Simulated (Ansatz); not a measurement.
# SiC (Moissanite 3C): a point defect seen from the nuclei (In on a C site)

Aim: the field gradients at and around a point defect: In on a C site in SiC (Moissanite 3C), cell charge -1. The cell is a supercell built from a structure deposited in the COD. Planned: a single point, then a relaxation.

Program: Ansatz 0.2.0. Level of theory: DFT, PBE, plane-wave PAW, default files, scalar-relativistic. These are calculated values, not measurements.

**1. Starting point**

The structure is cubic, space group F-43m (No. 216). Conventional cell: a = 13.074 Å, b = 13.074 Å, c = 13.074 Å, α = 90.00°, β = 90.00°, γ = 90.00°. Si (site symmetry 3m) is surrounded by 1 In at 1.89 Å and 3 C at 1.89 Å. Around Si (site symmetry 2mm) lie 4 C at 1.89 Å. Si (site symmetry m) is surrounded by 4 C at 1.89 Å. Si (site symmetry -43m) has 4 C at 1.89 Å as nearest neighbours. Si (site symmetry 3m) is surrounded by 4 C at 1.89 Å. Around In (site symmetry -43m) lie 4 Si at 1.89 Å. C (site symmetry m) has 4 Si at 1.89 Å as nearest neighbours. Around C (site symmetry 3m) lie 4 Si at 1.89 Å. Only part of the 10 independent sites is listed.

Structure file:

```cif
data_structure
_symmetry_space_group_name_H-M 'P 1'
_symmetry_Int_Tables_number 1
_cell_length_a 9.2447
_cell_length_b 9.2447
_cell_length_c 9.2447
_cell_angle_alpha 60.000
_cell_angle_beta 60.000
_cell_angle_gamma 60.000
_cell_volume 558.68
loop_
_atom_site_label
_atom_site_type_symbol
_atom_site_fract_x
_atom_site_fract_y
_atom_site_fract_z
_atom_site_occupancy
Si1 Si 0.00000 0.00000 0.00000 1
Si2 Si 0.00000 0.00000 0.33333 1
Si3 Si 0.00000 0.00000 0.66667 1
Si4 Si 0.00000 0.33333 0.00000 1
Si5 Si 0.00000 0.33333 0.33333 1
Si6 Si 0.00000 0.33333 0.66667 1
Si7 Si 0.00000 0.66667 0.00000 1
Si8 Si 0.00000 0.66667 0.33333 1
Si9 Si 0.00000 0.66667 0.66667 1
Si10 Si 0.33333 0.00000 0.00000 1
Si11 Si 0.33333 0.00000 0.33333 1
Si12 Si 0.33333 0.00000 0.66667 1
Si13 Si 0.33333 0.33333 0.00000 1
Si14 Si 0.33333 0.33333 0.33333 1
Si15 Si 0.33333 0.33333 0.66667 1
Si16 Si 0.33333 0.66667 0.00000 1
Si17 Si 0.33333 0.66667 0.33333 1
Si18 Si 0.33333 0.66667 0.66667 1
Si19 Si 0.66667 0.00000 0.00000 1
Si20 Si 0.66667 0.00000 0.33333 1
Si21 Si 0.66667 0.00000 0.66667 1
Si22 Si 0.66667 0.33333 0.00000 1
Si23 Si 0.66667 0.33333 0.33333 1
Si24 Si 0.66667 0.33333 0.66667 1
Si25 Si 0.66667 0.66667 0.00000 1
Si26 Si 0.66667 0.66667 0.33333 1
Si27 Si 0.66667 0.66667 0.66667 1
In1 In 0.08333 0.08333 0.08333 1
C1 C 0.08333 0.08333 0.41667 1
C2 C 0.08333 0.08333 0.75000 1
C3 C 0.08333 0.41667 0.08333 1
C4 C 0.08333 0.41667 0.41667 1
C5 C 0.08333 0.41667 0.75000 1
C6 C 0.08333 0.75000 0.08333 1
C7 C 0.08333 0.75000 0.41667 1
C8 C 0.08333 0.75000 0.75000 1
C9 C 0.41667 0.08333 0.08333 1
C10 C 0.41667 0.08333 0.41667 1
C11 C 0.41667 0.08333 0.75000 1
C12 C 0.41667 0.41667 0.08333 1
C13 C 0.41667 0.41667 0.41667 1
C14 C 0.41667 0.41667 0.75000 1
C15 C 0.41667 0.75000 0.08333 1
C16 C 0.41667 0.75000 0.41667 1
C17 C 0.41667 0.75000 0.75000 1
C18 C 0.75000 0.08333 0.08333 1
C19 C 0.75000 0.08333 0.41667 1
C20 C 0.75000 0.08333 0.75000 1
C21 C 0.75000 0.41667 0.08333 1
C22 C 0.75000 0.41667 0.41667 1
C23 C 0.75000 0.41667 0.75000 1
C24 C 0.75000 0.75000 0.08333 1
C25 C 0.75000 0.75000 0.41667 1
C26 C 0.75000 0.75000 0.75000 1
```

Atom 28 of the input is the impurity.

**2. Single point at the given positions**

The input, input.yaml:

```yaml
crystal:
  lattice:
    - [0.0, 6.537, 6.537]
    - [6.537, 0.0, 6.537]
    - [6.537, 6.537, 0.0]
  atoms:
    - { symbol: Si, position: [0.0, 0.0, 0.0] }
    - { symbol: Si, position: [0.0, 0.0, 0.3333333333] }
    - { symbol: Si, position: [0.0, 0.0, 0.6666666667] }
    - { symbol: Si, position: [0.0, 0.3333333333, 0.0] }
    - { symbol: Si, position: [0.0, 0.3333333333, 0.3333333333] }
    - { symbol: Si, position: [0.0, 0.3333333333, 0.6666666667] }
    - { symbol: Si, position: [0.0, 0.6666666667, 0.0] }
    - { symbol: Si, position: [0.0, 0.6666666667, 0.3333333333] }
    - { symbol: Si, position: [0.0, 0.6666666667, 0.6666666667] }
    - { symbol: Si, position: [0.3333333333, 0.0, 0.0] }
    - { symbol: Si, position: [0.3333333333, 0.0, 0.3333333333] }
    - { symbol: Si, position: [0.3333333333, 0.0, 0.6666666667] }
    - { symbol: Si, position: [0.3333333333, 0.3333333333, 0.0] }
    - { symbol: Si, position: [0.3333333333, 0.3333333333, 0.3333333333] }
    - { symbol: Si, position: [0.3333333333, 0.3333333333, 0.6666666667] }
    - { symbol: Si, position: [0.3333333333, 0.6666666667, 0.0] }
    - { symbol: Si, position: [0.3333333333, 0.6666666667, 0.3333333333] }
    - { symbol: Si, position: [0.3333333333, 0.6666666667, 0.6666666667] }
    - { symbol: Si, position: [0.6666666667, 0.0, 0.0] }
    - { symbol: Si, position: [0.6666666667, 0.0, 0.3333333333] }
    - { symbol: Si, position: [0.6666666667, 0.0, 0.6666666667] }
    - { symbol: Si, position: [0.6666666667, 0.3333333333, 0.0] }
    - { symbol: Si, position: [0.6666666667, 0.3333333333, 0.3333333333] }
    - { symbol: Si, position: [0.6666666667, 0.3333333333, 0.6666666667] }
    - { symbol: Si, position: [0.6666666667, 0.6666666667, 0.0] }
    - { symbol: Si, position: [0.6666666667, 0.6666666667, 0.3333333333] }
    - { symbol: Si, position: [0.6666666667, 0.6666666667, 0.6666666667] }
    - { symbol: In, position: [0.0833333333, 0.0833333333, 0.0833333333] }
    - { symbol: C, position: [0.0833333333, 0.0833333333, 0.4166666667] }
    - { symbol: C, position: [0.0833333333, 0.0833333333, 0.75] }
    - { symbol: C, position: [0.0833333333, 0.4166666667, 0.0833333333] }
    - { symbol: C, position: [0.0833333333, 0.4166666667, 0.4166666667] }
    - { symbol: C, position: [0.0833333333, 0.4166666667, 0.75] }
    - { symbol: C, position: [0.0833333333, 0.75, 0.0833333333] }
    - { symbol: C, position: [0.0833333333, 0.75, 0.4166666667] }
    - { symbol: C, position: [0.0833333333, 0.75, 0.75] }
    - { symbol: C, position: [0.4166666667, 0.0833333333, 0.0833333333] }
    - { symbol: C, position: [0.4166666667, 0.0833333333, 0.4166666667] }
    - { symbol: C, position: [0.4166666667, 0.0833333333, 0.75] }
    - { symbol: C, position: [0.4166666667, 0.4166666667, 0.0833333333] }
    - { symbol: C, position: [0.4166666667, 0.4166666667, 0.4166666667] }
    - { symbol: C, position: [0.4166666667, 0.4166666667, 0.75] }
    - { symbol: C, position: [0.4166666667, 0.75, 0.0833333333] }
    - { symbol: C, position: [0.4166666667, 0.75, 0.4166666667] }
    - { symbol: C, position: [0.4166666667, 0.75, 0.75] }
    - { symbol: C, position: [0.75, 0.0833333333, 0.0833333333] }
    - { symbol: C, position: [0.75, 0.0833333333, 0.4166666667] }
    - { symbol: C, position: [0.75, 0.0833333333, 0.75] }
    - { symbol: C, position: [0.75, 0.4166666667, 0.0833333333] }
    - { symbol: C, position: [0.75, 0.4166666667, 0.4166666667] }
    - { symbol: C, position: [0.75, 0.4166666667, 0.75] }
    - { symbol: C, position: [0.75, 0.75, 0.0833333333] }
    - { symbol: C, position: [0.75, 0.75, 0.4166666667] }
    - { symbol: C, position: [0.75, 0.75, 0.75] }
total_charge: -1
kpoints:
  mp_grid: { grid: [3, 3, 3] }
scf:
  occupations: { method: fermi_dirac, width: 0.01 }
hamiltonian:
  xc: pbe
  pseudopotentials: { kind: paw }
output:
  forces: true
  stress: true
  populations: true
  efg: { quadrupole_moments_barn: { In: 0.772 }, contact_densities: true }
```

Started as:

```
$ ansatz run input.yaml --threads 1 --pin off --max-ram 3072MiB --backend cpu --events-out ev --progress --plain --runs-dir out
```

Log:

```text
Warning: RAYON_NUM_THREADS=1 ignored (pool sized by the plan → 1); use --threads N
In: output.efg is read without spin–orbit coupling, which moves field gradients at and beside such atoms by some per cent and up to a factor of two; PAW files take it under magnetization.noncollinear and magnetization.spin_orbit
Engine: ansatz 0.2.0, aarch64-unknown-linux-gnu
Pseudopotentials: kind: paw
Pseudopotential: Si, paw, valence charge 4, recommended cutoff 420 eV (normal), Si.paw.azcp
Pseudopotential: In, paw, valence charge 13, recommended cutoff 420 eV (normal), In.paw.azcp
Pseudopotential: C, paw, valence charge 4, recommended cutoff 420 eV (normal), C.paw.azcp
Functional definition: PBE
  parameter kappa = 0.804
  parameter beta = 0.06672455060314922
  exchange = pbe_x(kappa = kappa, mu = beta*pi^2/3)
  correlation = pbe_c(beta = beta)
Crystal: 54 atoms, lattice volume = 558.683 Å³
Basis set: ecut = 420 eV, 10969 PW (Γ), exchange–correlation on 128×128×128 points (8 copies of the dense FFT grid, shifted against one another)
Bands: 167, of which v1, the nominal top of the filled ones, is band 113 counted from 1 (112 counted from 0)
Symmetry: 24 space group operations
Space group: F-43m (ITA 216), of the structure as read, at distance tolerance 8.2e-5 Å
k-points: 4 of 27 (time reversal used)
Non-local potential: Si, projectors of the file, l = 0: 2, l = 1: 2, l = 2: 2
Non-local potential: In, projectors of the file, l = 0: 2, l = 1: 2, l = 2: 2, l = 3: 2
Non-local potential: C, projectors of the file, l = 0: 2, l = 1: 2, l = 2: 1
PAW form: soft (Blöchl's): semilocal exchange-correlation on the pseudo side does not see the compensation charge
PAW one-centre angular grid: Si, 110 points (default); XC on 64 Gauss nodes
PAW one-centre angular grid: In, 590 points (default); XC on 64 Gauss nodes
PAW one-centre angular grid: C, 110 points (default); XC on 64 Gauss nodes
Initial density: superposition of atomic densities (neutral atoms scaled as one to the charged cell's electrons: chi_scale 0, normalization atom), corrected by the library's trained network
Initial wavefunctions: pseudopotential atomic-orbital guess
Functional: x = pbe(κ = 0.804, μ = 0.2195149727645171), c = pbe(β = 0.06672455060314922)
SCF iter   1: F=—  HF=-29268.451623 eV  |F-HF|=—  |Δ(HF+E_count)|=         —  Δρ=8.83e-3  dr2=7.28e-1  ethr=1.77e-3  ⟨swp⟩=6.2  Hψ=3141  notcnv=0  defer=81
preconditioner: auto → Resta (q_TF=auto, 2.346 Å⁻¹)  ε∞=4.7  [insulator: Δε(μ)=0.685 eV  Ē_g=12.352 eV  σ=0.010 eV  W_gap=1.00  n_scr=112 (ndim 8)  ℏωp=23.6 eV  f_vac=0.000  D(μ)=0.00/eV (n_scr^D=0)  ε∞_Penn≈4.7]
SCF iter   2: F=—  HF=-29268.275488 eV  |F-HF|=—  |Δ(HF+E_count)|=   1.76e-1  Δρ=3.98e-3  dr2=1.35e-1  ethr=3.22e-4  ⟨swp⟩=2.2  Hψ=909  notcnv=0  defer=183
SCF iter   3: F=—  HF=-29268.231630 eV  |F-HF|=—  |Δ(HF+E_count)|=   4.39e-2  Δρ=9.64e-4  dr2=7.92e-3  ethr=5.99e-5  ⟨swp⟩=2.8  Hψ=976  notcnv=0  defer=186
SCF iter   4: F=—  HF=-29268.229354 eV  |F-HF|=—  |Δ(HF+E_count)|=   2.28e-3  Δρ=2.83e-4  dr2=4.46e-4  ethr=3.51e-6  ⟨swp⟩=2.0  Hψ=964  notcnv=0  defer=186
SCF iter   5: F=—  HF=-29268.229335 eV  |F-HF|=—  |Δ(HF+E_count)|=   1.91e-5  Δρ=7.78e-5  dr2=3.75e-5  ethr=1.97e-7  ⟨swp⟩=2.0  Hψ=824  notcnv=0  defer=186
SCF iter   6: F=—  HF=-29268.229567 eV  |F-HF|=—  |Δ(HF+E_count)|=   2.32e-4  Δρ=2.07e-5  dr2=2.41e-6  ethr=1.66e-8  ⟨swp⟩=2.0  Hψ=1018  notcnv=0  defer=186
SCF iter   7: F=—  HF=-29268.229567 eV  |F-HF|=—  |Δ(HF+E_count)|=   4.79e-7  Δρ=5.09e-6  dr2=1.15e-7  ethr=1.07e-9  ⟨swp⟩=2.0  Hψ=914  notcnv=0  defer=186
SCF iter   8: F=-29268.229567 eV  HF=-29268.229567 eV  |F-HF|=2.69e-9  |Δ(HF+E_count)|=   7.32e-8  Δρ=1.03e-6  dr2=6.87e-9  ethr=4.42e-11  ⟨swp⟩=14.0  Hψ=3760  notcnv=0
SCF 1 converged in 8 iterations: F = -29268.229567 eV  dr2 = 6.87e-9
SCF converged after 8 iterations
Free energy (F): -29268.229567 eV
Harris-Foulkes:  -29268.229567 eV  (|F-HF|=2.69e-9)
Internal energy: -29268.229567 eV  (E = F + TS)
E sigma→0 (E₀):  -29268.229567 eV
Fermi energy:    11.220493 eV
--- Per-component energies (eV) ---
[... 15 lines left out ...]
--- Forces (eV/Å), atoms counted from 1 ---
  atom   1  Si    -9.37111962    -9.37111962    -9.37111962
  atom   2  Si     9.37111962     9.37111962    -9.37111962
  atom   3  Si     0.00000000    -0.00000000     0.46588917
  atom   4  Si     9.37111962    -9.37111962     9.37111962
  atom   5  Si    -0.28439947     0.04138778     0.04138778
  atom   6  Si    -0.04138778     0.28439947     0.04138778
[... 48 lines left out ...]
  max |Σ_I F_I| component: 2.91e-15 eV/Å
--- Stress (GPa, compression-positive) ---
       16.882757       0.000000       0.000000
       -0.000000      16.882757       0.000000
       -0.000000       0.000000      16.882757
  P = ⅓ Tr σ = 16.8828 GPa (168.828 kbar)
--- PAW observables at the nuclei: V_zz in 10²¹ V/m², potentials from the cell's mean, atoms counted from 1 ---
  atom   1  Si V_zz =    -6.287236   η = 0.0000   by run symmetry: allowed
            electrostatic potential = -1363.955528 V   contact ρ = 12809.258811 e/Å³
  atom   2  Si V_zz =    -6.287236   η = 0.0000   by run symmetry: allowed
            electrostatic potential = -1363.955528 V   contact ρ = 12809.258811 e/Å³
  atom   3  Si V_zz =    +0.448370   η = 0.5885   by run symmetry: allowed
            electrostatic potential = -1362.850249 V   contact ρ = 12807.173613 e/Å³
  atom   4  Si V_zz =    -6.287236   η = 0.0000   by run symmetry: allowed
            electrostatic potential = -1363.955528 V   contact ρ = 12809.258811 e/Å³
  atom   5  Si V_zz =    +0.264048   η = 0.4386   by run symmetry: allowed
            electrostatic potential = -1362.707497 V   contact ρ = 12807.091091 e/Å³
  atom   6  Si V_zz =    +0.264048   η = 0.4386   by run symmetry: allowed
            electrostatic potential = -1362.707497 V   contact ρ = 12807.091091 e/Å³
  atom   7  Si V_zz =    +0.448370   η = 0.5885   by run symmetry: allowed
            electrostatic potential = -1362.850249 V   contact ρ = 12807.173613 e/Å³
  atom   8  Si V_zz =    +0.264048   η = 0.4386   by run symmetry: allowed
            electrostatic potential = -1362.707497 V   contact ρ = 12807.091091 e/Å³
  atom   9  Si V_zz =    +0.448370   η = 0.5885   by run symmetry: allowed
            electrostatic potential = -1362.850249 V   contact ρ = 12807.173613 e/Å³
  atom  10  Si V_zz =    -6.287236   η = 0.0000   by run symmetry: allowed
            electrostatic potential = -1363.955528 V   contact ρ = 12809.258811 e/Å³
  atom  11  Si V_zz =    +0.264048   η = 0.4386   by run symmetry: allowed
            electrostatic potential = -1362.707497 V   contact ρ = 12807.091091 e/Å³
  atom  12  Si V_zz =    +0.264048   η = 0.4386   by run symmetry: allowed
            electrostatic potential = -1362.707497 V   contact ρ = 12807.091091 e/Å³
  atom  13  Si V_zz =    +0.264048   η = 0.4386   by run symmetry: allowed
            electrostatic potential = -1362.707497 V   contact ρ = 12807.091091 e/Å³
  atom  14  Si V_zz =    +0.000000   η = 0.0000   by run symmetry: forbidden
            electrostatic potential = -1362.597708 V   contact ρ = 12807.058056 e/Å³
  atom  15  Si V_zz =    +0.264048   η = 0.4386   by run symmetry: allowed
            electrostatic potential = -1362.707497 V   contact ρ = 12807.091091 e/Å³
  atom  16  Si V_zz =    +0.264048   η = 0.4386   by run symmetry: allowed
            electrostatic potential = -1362.707497 V   contact ρ = 12807.091091 e/Å³
  atom  17  Si V_zz =    +0.264048   η = 0.4386   by run symmetry: allowed
            electrostatic potential = -1362.707497 V   contact ρ = 12807.091091 e/Å³
  atom  18  Si V_zz =    -0.102231   η = 0.0000   by run symmetry: allowed
            electrostatic potential = -1362.596310 V   contact ρ = 12807.080468 e/Å³
  atom  19  Si V_zz =    +0.448370   η = 0.5885   by run symmetry: allowed
            electrostatic potential = -1362.850249 V   contact ρ = 12807.173613 e/Å³
  atom  20  Si V_zz =    +0.264048   η = 0.4386   by run symmetry: allowed
            electrostatic potential = -1362.707497 V   contact ρ = 12807.091091 e/Å³
  atom  21  Si V_zz =    +0.448370   η = 0.5885   by run symmetry: allowed
            electrostatic potential = -1362.850249 V   contact ρ = 12807.173613 e/Å³
  atom  22  Si V_zz =    +0.264048   η = 0.4386   by run symmetry: allowed
            electrostatic potential = -1362.707497 V   contact ρ = 12807.091091 e/Å³
  atom  23  Si V_zz =    +0.264048   η = 0.4386   by run symmetry: allowed
            electrostatic potential = -1362.707497 V   contact ρ = 12807.091091 e/Å³
  atom  24  Si V_zz =    -0.102231   η = 0.0000   by run symmetry: allowed
            electrostatic potential = -1362.596310 V   contact ρ = 12807.080468 e/Å³
  atom  25  Si V_zz =    +0.448370   η = 0.5885   by run symmetry: allowed
            electrostatic potential = -1362.850249 V   contact ρ = 12807.173613 e/Å³
  atom  26  Si V_zz =    -0.102231   η = 0.0000   by run symmetry: allowed
            electrostatic potential = -1362.596310 V   contact ρ = 12807.080468 e/Å³
  atom  27  Si V_zz =    -0.102231   η = 0.0000   by run symmetry: allowed
            electrostatic potential = -1362.596310 V   contact ρ = 12807.080468 e/Å³
  atom  28  In V_zz =    +0.000000   η = 0.0000   by run symmetry: forbidden   C_q = +0.0000 MHz
            electrostatic potential = -7939.161959 V   contact ρ = 1133132.609884 e/Å³
  atom  29  C  V_zz =    -0.493774   η = 0.3831   by run symmetry: allowed
            electrostatic potential = -419.428549 V   contact ρ = 866.990361 e/Å³
  atom  30  C  V_zz =    -0.493774   η = 0.3831   by run symmetry: allowed
            electrostatic potential = -419.428549 V   contact ρ = 866.990361 e/Å³
  atom  31  C  V_zz =    -0.493774   η = 0.3831   by run symmetry: allowed
            electrostatic potential = -419.428549 V   contact ρ = 866.990361 e/Å³
  atom  32  C  V_zz =    +0.077098   η = 0.0000   by run symmetry: allowed
            electrostatic potential = -419.156301 V   contact ρ = 866.921602 e/Å³
  atom  33  C  V_zz =    -0.493774   η = 0.3831   by run symmetry: allowed
            electrostatic potential = -419.428549 V   contact ρ = 866.990361 e/Å³
  atom  34  C  V_zz =    -0.493774   η = 0.3831   by run symmetry: allowed
            electrostatic potential = -419.428549 V   contact ρ = 866.990361 e/Å³
  atom  35  C  V_zz =    -0.493774   η = 0.3831   by run symmetry: allowed
            electrostatic potential = -419.428549 V   contact ρ = 866.990361 e/Å³
  atom  36  C  V_zz =    +0.080804   η = 0.0000   by run symmetry: allowed
            electrostatic potential = -419.185234 V   contact ρ = 866.911608 e/Å³
  atom  37  C  V_zz =    -0.493774   η = 0.3831   by run symmetry: allowed
            electrostatic potential = -419.428549 V   contact ρ = 866.990361 e/Å³
  atom  38  C  V_zz =    +0.077098   η = 0.0000   by run symmetry: allowed
            electrostatic potential = -419.156301 V   contact ρ = 866.921602 e/Å³
  atom  39  C  V_zz =    -0.493774   η = 0.3831   by run symmetry: allowed
            electrostatic potential = -419.428549 V   contact ρ = 866.990361 e/Å³
  atom  40  C  V_zz =    +0.077098   η = 0.0000   by run symmetry: allowed
            electrostatic potential = -419.156301 V   contact ρ = 866.921602 e/Å³
  atom  41  C  V_zz =    +0.077098   η = 0.0000   by run symmetry: allowed
            electrostatic potential = -419.156301 V   contact ρ = 866.921602 e/Å³
  atom  42  C  V_zz =    +0.018769   η = 0.4743   by run symmetry: allowed
            electrostatic potential = -419.110388 V   contact ρ = 866.913136 e/Å³
  atom  43  C  V_zz =    -0.493774   η = 0.3831   by run symmetry: allowed
            electrostatic potential = -419.428549 V   contact ρ = 866.990361 e/Å³
  atom  44  C  V_zz =    +0.018769   η = 0.4743   by run symmetry: allowed
            electrostatic potential = -419.110388 V   contact ρ = 866.913136 e/Å³
  atom  45  C  V_zz =    +0.018769   η = 0.4743   by run symmetry: allowed
            electrostatic potential = -419.110388 V   contact ρ = 866.913136 e/Å³
  atom  46  C  V_zz =    -0.493774   η = 0.3831   by run symmetry: allowed
            electrostatic potential = -419.428549 V   contact ρ = 866.990361 e/Å³
  atom  47  C  V_zz =    -0.493774   η = 0.3831   by run symmetry: allowed
            electrostatic potential = -419.428549 V   contact ρ = 866.990361 e/Å³
  atom  48  C  V_zz =    +0.080804   η = 0.0000   by run symmetry: allowed
            electrostatic potential = -419.185234 V   contact ρ = 866.911608 e/Å³
  atom  49  C  V_zz =    -0.493774   η = 0.3831   by run symmetry: allowed
            electrostatic potential = -419.428549 V   contact ρ = 866.990361 e/Å³
  atom  50  C  V_zz =    +0.018769   η = 0.4743   by run symmetry: allowed
            electrostatic potential = -419.110388 V   contact ρ = 866.913136 e/Å³
  atom  51  C  V_zz =    +0.018769   η = 0.4743   by run symmetry: allowed
            electrostatic potential = -419.110388 V   contact ρ = 866.913136 e/Å³
  atom  52  C  V_zz =    +0.080804   η = 0.0000   by run symmetry: allowed
            electrostatic potential = -419.185234 V   contact ρ = 866.911608 e/Å³
  atom  53  C  V_zz =    +0.018769   η = 0.4743   by run symmetry: allowed
            electrostatic potential = -419.110388 V   contact ρ = 866.913136 e/Å³
  atom  54  C  V_zz =    +0.080804   η = 0.0000   by run symmetry: allowed
            electrostatic potential = -419.185234 V   contact ρ = 866.911608 e/Å³
--- Band table (eV) ---
[... 4 lines left out ...]
--- Löwdin populations: 54 sites ---
  site symbol       q [e]
[... 54 lines left out ...]
  spilling = 0.009779 (of n_electrons = 226.000000)
```

Run time: 64 s. Hardware: 1 thread of Arm Neoverse V2, shared host; peak memory 1 GiB.

At the end: gap on the mesh 0.43 eV, largest force 16.231 eV/Å, pressure 16.9 GPa.

Site by site (atoms counted from 1):

```csv
site,atoms,distance from the defect (Å),V_zz (10²¹ V/m²),η,C_Q (MHz)
In,28,0.00,0.00,–,0 (¹¹⁵In)
Si1,"1, 2, 4, 10",1.89,-6.29,0.00,–
C29,"29, 30, 31, 33, …",3.08,-0.49,0.38,–
Si5,"5, 6, 8, 11, …",3.61,0.26,0.44,–
C42,"42, 44, 45, 50, …",4.36,0.019,0.47,–
Si3,"3, 7, 9, 19, …",4.75,0.45,0.59,–
C36,"36, 48, 52, 54",5.34,0.081,0.00,–
C32,"32, 38, 40, 41",5.34,0.077,0.00,–
Si18,"18, 24, 26, 27",5.66,-0.10,0.00,–
Si14,14,5.66,0.00,–,–
```

V_zz is the principal component of the electric field gradient with the largest magnitude, η = (V_xx − V_yy)/V_zz and C_Q = eQV_zz/h. Quadrupole moments are those of Pyykkö's year-2017 table. A dash under C_Q marks elements without a common quadrupolar isotope.

Direction of the V_zz axis (Cartesian unit vector):

```csv
site,atom,x,y,z
Si1,1,0.58,0.58,0.58
Si3,3,-0.71,0.71,0.00
Si5,5,-0.07,0.71,0.71
Si18,18,0.58,-0.58,-0.58
C29,29,0.70,0.70,0.14
C32,32,-0.58,0.58,0.58
C36,36,-0.58,0.58,0.58
```

(Part 1 of 2 ends here.)
